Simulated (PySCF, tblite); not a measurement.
# CH₃FGeO, a cluster model of a defect: NMR shifts, core binding energies and electronic excitations

Wanted: the NMR shifts, core binding energies and electronic excitations for `C[O][Ge][F]`. It is drawn as: twofold Ge.

Programs: tblite 0.8.0 and PySCF 2.14.0. All values are calculated, for the isolated system unless a continuum is named. Atoms count from 0, parts from 1.

### Step 1. The system as given

7 atoms, charge 0, multiplicity 1; geometry: distance geometry start.

### Step 2. Geometry optimisation with GFN2-xTB

What the job is given:

```
{"job": {"kind": "relax", "xc": "GFN2-xTB", "basis": "xTB"}, "charge": 0, "multiplicity": 1}
Ge    -0.058587     0.512164     1.820255
F      0.538698     1.862050     2.788156
O     -0.539903    -0.722121     0.537822
C     -1.084874    -0.418992    -0.714229
H     -0.557998     0.393834    -1.132366
H     -0.985804    -1.229747    -1.370509
H     -2.087367    -0.163729    -0.631018
```

With the program's defaults for keys left out, this is: GFN2-xTB geometry optimisation, gas phase.

On the command line:

```bash
OMP_NUM_THREADS=1 python cluster_run.py task.json out
```

The driver reads the jobs from task.json and runs them one after another.

Standard output:

```text
step      E/eV     max force
  0    -393.18396    2.866
  1    -393.48110    2.210
  2    -393.80168    1.793
  3    -393.95277    1.546
  4    -394.06690    1.217
  5    -394.18080    1.485
  6    -394.30794    1.408
  7    -394.45549    1.325
  8    -394.57274    0.942
  9    -394.62784    0.992
 10    -394.68260    0.823
 11    -394.74215    0.846
 12    -394.79371    0.733
 13    -394.83437    0.404
 14    -394.84398    0.163
 15    -394.84539    0.133
 16    -394.84717    0.127
 17    -394.84953    0.166
 18    -394.85197    0.174
 19    -394.85404    0.198
 20    -394.85662    0.228
 21    -394.86109    0.254
 22    -394.86819    0.314
 23    -394.87715    0.442
 24    -394.88866    0.408
 25    -394.89998    0.378
 26    -394.90716    0.348
 27    -394.91073    0.212
 28    -394.91290    0.126
 29    -394.91371    0.082
 30    -394.91412    0.049
 31    -394.91437    0.042
 32    -394.91453    0.025
 33    -394.91459    0.026
 34    -394.91465    0.025
 35    -394.91474    0.032
 36    -394.91486    0.031
 37    -394.91497    0.023
 38    -394.91507    0.029
 39    -394.91517    0.033
 40    -394.91528    0.032
 41    -394.91537    0.024
 42    -394.91542    0.021
 43    -394.91546    0.026
 44    -394.91551    0.032
 45    -394.91559    0.034
 46    -394.91570    0.032
 47    -394.91584    0.042
 48    -394.91609    0.062
 49    -394.91662    0.094
 50    -394.91759    0.153
 51    -394.91893    0.215
 52    -394.92137    0.190
 53    -394.92257    0.104
 54    -394.92044    0.281
 55    -394.92344    0.060
 56    -394.92361    0.039
 57    -394.92382    0.034
 58    -394.92398    0.016
 59    -394.92404    0.016
 60    -394.92405    0.006
```

Wall time 0.61 s (1 thread of Arm Neoverse V1, shared host).

The steps of the relaxation:

```tsv
step	energy from step 0 (eV)	largest force (eV/Å)
0	0.0000	2.8665
2	-0.6177	1.7936
4	-0.8829	1.2171
6	-1.1240	1.4079
8	-1.3888	0.9422
10	-1.4986	0.8234
12	-1.6097	0.7335
14	-1.6600	0.1625
16	-1.6632	0.1268
18	-1.6680	0.1736
20	-1.6727	0.2282
22	-1.6842	0.3140
24	-1.7047	0.4086
26	-1.7232	0.3484
28	-1.7289	0.1263
30	-1.7302	0.0485
32	-1.7306	0.0246
34	-1.7307	0.0247
36	-1.7309	0.0307
38	-1.7311	0.0284
40	-1.7313	0.0318
42	-1.7315	0.0209
44	-1.7315	0.0318
46	-1.7317	0.0323
48	-1.7321	0.0618
50	-1.7336	0.1525
52	-1.7374	0.1898
54	-1.7365	0.2809
56	-1.7396	0.0387
58	-1.7400	0.0166
60	-1.7401	0.0065
```

Close pairs (by a distance rule), those that changed most:

```tsv
bond	before (Å)	after (Å)	change (Å)
Ge0–O2	1.844	1.728	-0.116
Ge0–F1	1.765	1.852	+0.087
C3–H6	1.038	1.092	+0.054
C3–H5	1.048	1.092	+0.044
C3–H4	1.055	1.091	+0.036
O2–C3	1.399	1.412	+0.013
```

### Step 3. Relaxing the molecule at PBE0-D3(BJ)/def2-SVP

What the job is given:

```
{"job": {"xc": "PBE0", "basis": "def2-SVP", "d3": "d3bj", "grid": 2, "kind": "geom", "shake": 0.01}, "charge": 0, "multiplicity": 1}
Ge     0.619273    -0.048124     2.060699
F      1.227515     1.621967     1.500224
O     -0.130362    -0.589976     0.576650
C     -0.342455    -0.300997    -0.775586
H      0.015953     0.669159    -1.057930
H      0.086492    -1.066107    -1.394987
H     -1.445797    -0.319926    -0.931918
```

Standard output:

```text
step   0  E = -2291.11284870  max force = 0.035702
step   1  E = -2291.11920009  max force = 0.014963
step   2  E = -2291.12066269  max force = 0.007991
step   3  E = -2291.12127444  max force = 0.004007
step   4  E = -2291.12142548  max force = 0.002747
step   5  E = -2291.12144676  max force = 0.000837
step   6  E = -2291.12144905  max force = 0.000202
optimisation converged
```

It took 24 s on 1 thread of Arm Neoverse V1, shared host; peak memory 0.44 GiB.

Step by step:

```tsv
step	energy from step 0 (eV)	largest force component (eV/Å)
0	0.0000	1.8359
1	-0.1728	0.7694
2	-0.2126	0.4109
3	-0.2293	0.2060
4	-0.2334	0.1413
5	-0.2340	0.0430
6	-0.2340	0.0104
```

Close pairs (by a distance rule), those that changed most:

```tsv
bond	before (Å)	after (Å)	change (Å)
Ge0–F1	1.864	1.769	-0.095
C3–H4	1.072	1.102	+0.029
C3–H5	1.074	1.103	+0.029
Ge0–O2	1.749	1.770	+0.021
C3–H6	1.115	1.103	-0.012
O2–C3	1.399	1.406	+0.008
```

The end geometry stands in the next job.

```tsv
at the end point	value
rotational constants (GHz, main isotopes)	8.678, 3.825, 2.700
dipole moment (D)	0.69
```

### Step 4. Shielding tensors: PBE0/pcSseg-2

What the job is given:

```
{"job": {"kind": "nmr", "xc": "PBE0", "basis": "pcSseg-2"}, "charge": 0, "multiplicity": 1}
Ge     0.615494     0.034568     1.999596
F      1.127666     1.507430     1.164099
O     -0.194613    -0.753194     0.637204
C     -0.343542    -0.290294    -0.682511
H      0.076640     0.719044    -0.816725
H      0.162701    -0.980597    -1.377616
H     -1.413723    -0.270970    -0.946894
```

With the program's defaults for keys left out, this is: GIAO PBE0/pcSseg-2 NMR shielding, non-relativistic, gas phase.

Standard output:

```text
coarse grid: 30496 points
cycle   1  E = -2291.4862853819  dE = -4.493e-01  |g| = 1.352e+00  |ddm| = 1.877e+00
cycle   2  E = -2290.7733696386  dE =  7.129e-01  |g| = 2.399e+00  |ddm| = 1.497e+00
cycle   3  E = -2291.6540913076  dE = -8.807e-01  |g| = 3.825e-01  |ddm| = 1.169e+00
cycle   4  E = -2291.6778471508  dE = -2.376e-02  |g| = 1.694e-01  |ddm| = 2.475e-01
cycle   5  E = -2291.6814792778  dE = -3.632e-03  |g| = 5.891e-02  |ddm| = 8.922e-02
cycle   6  E = -2291.6819947253  dE = -5.154e-04  |g| = 1.206e-02  |ddm| = 2.561e-02
cycle   7  E = -2291.6820099722  dE = -1.525e-05  |g| = 1.951e-03  |ddm| = 6.420e-03
cycle   8  E = -2291.6820105355  dE = -5.633e-07  |g| = 7.223e-04  |ddm| = 1.372e-03
final grid: 63176 points
cycle   9  E = -2291.6820915232  dE = -1.678e-07  |g| = 8.592e-04  |ddm| = 1.388e-03
cycle  10  E = -2291.6820914388  dE =  8.438e-08  |g| = 1.050e-03  |ddm| = 1.055e-03
cycle  11  E = -2291.6820916877  dE = -2.489e-07  |g| = 1.992e-04  |ddm| = 6.105e-04
cycle  12  E = -2291.6820916944  dE = -6.719e-09  |g| = 7.968e-06  |ddm| = 8.440e-05
cycle  13  E = -2291.6820916944  dE = -1.637e-11  |g| = 8.134e-06  |ddm| = 9.782e-06
converged SCF energy = -2291.6820916944

GIAO shielding tensors (ppm)
atom      isotropic    diamagn.    paramagn.     s11        s22        s33       span
  0 Ge    1308.129    2755.073   -1446.944    863.755   1345.187   1715.446    851.691
  1 F      162.025     471.950    -309.925   -130.369    296.930    319.515    449.884
  2 O      111.794     385.354    -273.560   -200.235    265.267    270.351    470.586
  3 C      131.076     240.118    -109.043     93.867    119.437    179.923     86.056
  4 H       26.207      29.668      -3.461     21.777     25.810     31.035      9.258
  5 H       27.808      28.673      -0.865     23.732     25.588     34.103     10.371
  6 H       27.803      28.636      -0.832     23.734     25.613     34.063     10.329
```

Wall time 18 s (1 thread of Arm Neoverse V1, shared host); peak memory 0.85 GiB.

The references, computed at this level on geometries of the same kind, shield at (ppm): ¹H TMS 31.25, ¹³C TMS 184.1, ¹⁹F CFCl3 175.8, ¹⁷O H2O 328.2, ⁷³Ge GeMe4 1337. Their shielding less the atom's gives the shift. The references are single molecules in the gas phase, so shifts against H2O, NH3, PH3, H3PO4 or CFCl3 are not on the usual liquid scales and can be off by tens of ppm.

```tsv
atoms	environment	σ (ppm)	δ (ppm)
C3	carbon bonded to O, 3 H	131.1	53.1
H4	hydrogen on a carbon bonded to O	26.21	5.04
H6	hydrogen on a carbon bonded to O	27.80	3.44
H5	hydrogen on a carbon bonded to O	27.81	3.44
Ge0	germanium bonded to F, O	1308	29
F1	fluorine bonded to Ge	162.0	13.8
O2	oxygen bonded to C, Ge	111.8	216.4
```

Charges from the same density, by scheme (e):

```tsv
atoms	Mulliken	IAO	Hirshfeld	ESP fit
Ge0	0.73	0.90	0.45	0.37
F1	-0.46	-0.54	-0.27	-0.26
O2	-0.53	-0.57	-0.25	-0.39
C3	0.15	-0.21	-0.06	0.40
```

Mayer bond orders: Ge0–F1 0.81, Ge0–O2 1.08, O2–C3 0.87.

### Step 5. X-ray photoelectron lines: SCAN, X2C

Same as in step 4 but for these lines:

```diff
@@ -1,2 +1,2 @@
-{"job": {"kind": "nmr", "xc": "PBE0", "basis": "pcSseg-2"}, "charge": 0, "multiplicity": 1}
+{"job": {"kind": "xps", "holes": 5}, "charge": 0, "multiplicity": 1}
 Ge     0.615494     0.034568     1.999596
```

Method: delta-SCF UKS SCAN, pcX-2 on the ionised atom, pcseg-1 elsewhere, spin-free X2C.

Standard output:

```text
ground state, core basis on atom 1 (F), 115 functions
  cycle   1  E = -2308.92504253  |g| = 9.37e-01
  cycle   2  E = -2307.78194829  |g| = 2.48e+00
  cycle   3  E = -2309.06844758  |g| = 2.98e-01
  cycle   4  E = -2309.07842793  |g| = 2.19e-01
  cycle   5  E = -2309.08666462  |g| = 3.50e-02
  cycle   6  E = -2309.08694138  |g| = 4.50e-03
  cycle   7  E = -2309.08694257  |g| = 8.46e-04
  cycle   8  E = -2309.08694256  |g| = 3.32e-04
  E(ground) = -2309.22102486 Eh
hole in F 1s of atom 1
  cycle   1  E = -2282.76955547  |g| = 2.59e+00
  cycle   2  E = -2282.65005707  |g| = 2.19e+00
  cycle   3  E = -2283.52739667  |g| = 6.08e-01
  cycle   4  E = -2283.13500781  |g| = 1.09e+00
  cycle   5  E = -2283.68272078  |g| = 5.19e-02
  cycle   6  E = -2283.68389009  |g| = 4.22e-02
  cycle   7  E = -2283.68501417  |g| = 1.03e-02
  cycle   8  E = -2283.68506033  |g| = 2.29e-03
  cycle   9  E = -2283.68506313  |g| = 5.71e-04
  cycle  10  E = -2283.68506453  |g| = 1.11e-04
  E(ion) = -2283.82696486 Eh   <S^2> = 0.7575   hole on atom = 1.000   binding energy = 691.008 eV
ground state, core basis on atom 2 (O), 115 functions
  cycle   1  E = -2309.07468457  |g| = 1.45e-01
  cycle   2  E = -2309.06172530  |g| = 2.87e-01
  cycle   3  E = -2309.07630344  |g| = 5.57e-02
  cycle   4  E = -2309.07660489  |g| = 4.17e-02
  cycle   5  E = -2309.07691203  |g| = 3.00e-03
  cycle   6  E = -2309.07691976  |g| = 2.81e-04
  E(ground) = -2309.20569799 Eh
hole in O 1s of atom 2
  cycle   1  E = -2288.46055033  |g| = 2.24e+00
  cycle   2  E = -2287.84699917  |g| = 2.32e+00
  cycle   3  E = -2289.21117862  |g| = 5.37e-01
  cycle   4  E = -2289.12323216  |g| = 7.13e-01
  cycle   5  E = -2289.30275521  |g| = 8.45e-02
  cycle   6  E = -2289.30538879  |g| = 2.02e-02
  cycle   7  E = -2289.30553141  |g| = 6.86e-03
  cycle   8  E = -2289.30555141  |g| = 1.71e-03
  cycle   9  E = -2289.30555450  |g| = 4.47e-04
  E(ion) = -2289.43576051 Eh   <S^2> = 0.7638   hole on atom = 1.000   binding energy = 537.967 eV
ground state, core basis on atom 3 (C), 115 functions
  cycle   1  E = -2309.04300919  |g| = 1.14e-01
  cycle   2  E = -2309.03273394  |g| = 2.44e-01
  cycle   3  E = -2309.04480618  |g| = 2.58e-02
  cycle   4  E = -2309.04486499  |g| = 2.12e-02
  cycle   5  E = -2309.04494132  |g| = 1.97e-03
  cycle   6  E = -2309.04494244  |g| = 3.72e-04
  E(ground) = -2309.17602437 Eh
hole in C 1s of atom 3
  cycle   1  E = -2297.75252694  |g| = 1.50e+00
  cycle   2  E = -2296.19597013  |g| = 2.23e+00
  cycle   3  E = -2298.04253396  |g| = 7.53e-01
  cycle   4  E = -2298.17453433  |g| = 5.85e-01
  cycle   5  E = -2298.29760259  |g| = 1.20e-01
  cycle   6  E = -2298.30079506  |g| = 9.31e-02
  cycle   7  E = -2298.30386515  |g| = 1.71e-02
  cycle   8  E = -2298.30397900  |g| = 3.57e-03
  cycle   9  E = -2298.30399150  |g| = 1.63e-03
  cycle  10  E = -2298.30399645  |g| = 5.26e-04
  cycle  11  E = -2298.30399656  |g| = 1.53e-04
  E(ion) = -2298.43498123 Eh   <S^2> = 0.7726   hole on atom = 1.000   binding energy = 292.279 eV
```

Run time: 11 s. Hardware: 1 thread of Arm Neoverse V1, shared host; peak memory 0.49 GiB.

Binding energies by hole, beside the orbital energy of the ground state; the difference holds orbital relaxation and, for a density functional, its self-interaction error:

```tsv
hole	stands for	environment	ΔSCF (eV)	−ε (eV)	⟨S²⟩
F1s on F1	F1	fluorine bonded to Ge	691.01	665.7	0.758
O1s on O2	O2	oxygen bonded to C, Ge	537.97	517.0	0.764
C1s on C3	C3	carbon bonded to O, 3 H	292.28	274.9	0.773
```

### Step 6. Excited states and response: CAM-B3LYP/def2-SVPD

Same as in step 5 but for these lines:

```diff
@@ -1,2 +1,2 @@
-{"job": {"kind": "xps", "holes": 5}, "charge": 0, "multiplicity": 1}
+{"job": {"kind": "uv", "xc": "CAM-B3LYP", "basis": "def2-SVPD", "nstates": 6, "ntriplets": 2, "ip": true}, "charge": 0, "multiplicity": 1}
 Ge     0.615494     0.034568     1.999596
```

Method: TDDFT CAM-B3LYP/def2-SVPD, vertical, gas phase, core orbitals frozen in the response.

Standard output:

```text
coarse grid: 30496 points
cycle   1  E = -2291.5282206434  dE = -4.341e-01  |g| = 9.185e-01  |ddm| = 3.148e+00
cycle   2  E = -2291.2899596916  dE =  2.383e-01  |g| = 1.502e+00  |ddm| = 2.022e+00
cycle   3  E = -2291.6800275344  dE = -3.901e-01  |g| = 8.952e-02  |ddm| = 1.139e+00
cycle   4  E = -2291.6808220208  dE = -7.945e-04  |g| = 6.298e-02  |ddm| = 1.254e-01
cycle   5  E = -2291.6814684425  dE = -6.464e-04  |g| = 1.552e-02  |ddm| = 5.004e-02
cycle   6  E = -2291.6815068253  dE = -3.838e-05  |g| = 3.349e-03  |ddm| = 1.449e-02
cycle   7  E = -2291.6815090536  dE = -2.228e-06  |g| = 4.963e-04  |ddm| = 4.670e-03
final grid: 63176 points
cycle   8  E = -2291.6815595521  dE = -1.240e-07  |g| = 3.648e-04  |ddm| = 2.406e-03
cycle   9  E = -2291.6815595585  dE = -6.455e-09  |g| = 3.645e-04  |ddm| = 6.489e-04
cycle  10  E = -2291.6815595749  dE = -1.639e-08  |g| = 6.795e-05  |ddm| = 3.087e-04
cycle  11  E = -2291.6815595758  dE = -9.059e-10  |g| = 2.523e-05  |ddm| = 8.088e-05
converged SCF energy = -2291.6815595758

Static polarisability (au): isotropic 47.023, principal 39.870 43.901 57.299

Singlet excitations
state   eV       nm        f      main configurations
  1   5.2191    237.6   0.05014   H->L 0.91
  2   6.0146    206.1   0.07550   H-1->L 0.95
  3   6.1231    202.5   0.06495   H-2->L 0.90
  4   7.6248    162.6   0.18106   H->L+1 0.92
  5   7.7680    159.6   0.00299   H-1->L+1 0.88
  6   7.8067    158.8   0.00593   H-3->L 0.92

Triplet excitations (Tamm-Dancoff, eV): 3.7600 4.8811
Vertical ionisation energy (delta-SCF) = 10.8057 eV
Vertical electron affinity (delta-SCF) = 0.0924 eV
```

Run time: 57 s. Hardware: 1 thread of Arm Neoverse V1, shared host; peak memory 0.6 GiB.

Frontier orbitals and where they lie:

```tsv
orbital	eV	atoms
HOMO−3	-12.72	F1 77 %, C3 9 %, O2 4 %
HOMO−2	-10.63	O2 44 %, C3 16 %, F1 14 %
HOMO−1	-10.09	O2 57 %, C3 18 %, H5 8 %
HOMO	-9.73	Ge0 51 %, O2 27 %, F1 11 %
LUMO	-1.03	Ge0 69 %, O2 18 %, F1 11 %
LUMO+1	0.98	Ge0 60 %, O2 17 %, F1 14 %
LUMO+2	1.40	Ge0 47 %, C3 20 %, O2 16 %
```

With each of the 6 states as a Gaussian band of 0.4 eV half-width at 1/e, the curve within the window shown has maxima at 236 nm (ε 2,100), 205 nm (ε 5,600), 163 nm (ε 7,600) L/(mol cm). Beyond the last state computed it falls off for lack of states. The curve at chosen wavelengths:

(nm, ε (L/mol/cm)): (153, 1913), (158, 5692), (162, 7607), (167, 5895), (171, 3150), (176, 937), (181, 310), (185, 513), (190, 1541), (194, 2919), (199, 4718), (204, 5596), (208, 5308), (213, 4131), (217, 3111), (222, 2280), (227, 2029), (231, 2066), (236, 2121), (240, 2040), (245, 1752), (250, 1340), (254, 1001), (259, 636), (263, 416), (268, 227)

Ground-state properties from the same run:

```tsv
property	computed
dipole moment (D)	0.90
polarisability (Å³)	6.97
HOMO–LUMO gap (eV)	8.70
−ε(HOMO) (eV)	9.73
```

### Step 7. Results

| quantity | value |
| --- | --- |
| rotational constants (main isotopes) | 8.68, 3.83, 2.70 GHz |
| ¹³C shifts against TMS (PBE0/pcSseg-2) | 53.1 ppm |
| ¹H shifts against TMS (PBE0/pcSseg-2) | 5.04, 3.44, 3.44 ppm |
| ⁷³Ge shifts against GeMe4 (PBE0/pcSseg-2) | 29 ppm |
| ¹⁹F shifts against CFCl3 (PBE0/pcSseg-2) | 13.8 ppm |
| ¹⁷O shifts against H2O (PBE0/pcSseg-2) | 216.4 ppm |
| F1s binding energies, SCAN/pcX-2 | F1 691.01 eV |
| O1s binding energies, SCAN/pcX-2 | O2 537.97 eV |
| C1s binding energies, SCAN/pcX-2 | C3 292.28 eV |
| lowest singlet (CAM-B3LYP/def2-SVPD) | 5.22 eV (238 nm), f = 0.050 |
| brightest single state of those computed | state 4, 7.62 eV, f = 0.181 |
| lowest triplet | 3.76 eV |
| vertical ionisation energy (ΔSCF) | 10.81 eV |
| vertical electron affinity (ΔSCF) | 0.09 eV |

Over 6 steps the energy fell by 0.234 eV; of the close pairs, Ge0–F1 changed most, 1.864 to 1.769 Å (PBE0/def2-SVP). No frequency check was run at this level, so the end point may be a saddle. At PBE0/pcSseg-2: Shielding is most anisotropic at Ge0 (span 852 ppm, paramagnetic term -1447 ppm). The lowest singlet, at 5.22 eV, is HOMO→LUMO 0.91 and is bright; of the 6 states computed, the strongest absorption comes from state 4 at 7.62 eV. The lowest triplet lies 1.46 eV below the lowest singlet (triplets in Tamm-Dancoff, singlets in full TDDFT). ΔSCF puts the ionisation energy at 10.81 eV, 1.08 eV above −ε(HOMO). Spin-orbit coupling is left out, which matters for shieldings and couplings at and beside the heavy atoms.
